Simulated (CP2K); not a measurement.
The system is SiF.

```
Si F
1.0
     3.02860    0.00000    0.00000
     0.00000    3.02860    0.00000
     0.00000    0.00000    3.02860
Si F
1 1
Direct
  0.50000 0.50000 0.50000
  0.00000 0.00000 0.00000
```

The cell was built by a generator and needn't be a form met in nature.

Base run:

| Quantity | Value |
| --- | --- |
| Program | CP2K 2026.2 |
| Functional | PBE |
| Potentials or basis | POTENTIAL_UZH Si GTH-PBE-q4, F GTH-PBE-q7; TZVP-MOLOPT-PBE-GTH basis |
| Density cutoff | 10204 eV |
| k mesh | 9 × 9 × 9 |
| Occupations | fermi-dirac, width 0.05 eV |
| Spin | no spin polarisation |

Its results: band gap on the k mesh none (metal or under the smearing width); pressure 0.3 GPa.

**Question.** The run is repeated on the same cell with these changes: functional from PBE to PBEsol; ngrids from 5 to 4. What comes out?

**Answer.** Band gap on the k mesh none (metal or under the smearing width); pressure -3.0 GPa.

Caveats: the basis of atomic orbitals isn't converged, which shifts pressures, moduli and gaps; an odd number of electrons without spin polarisation forces a metal; a magnetic or distorted state may lie lower; the potentials were made for another functional, which shifts forces and pressure (some runs).

Not every run made on this cell is shown here.
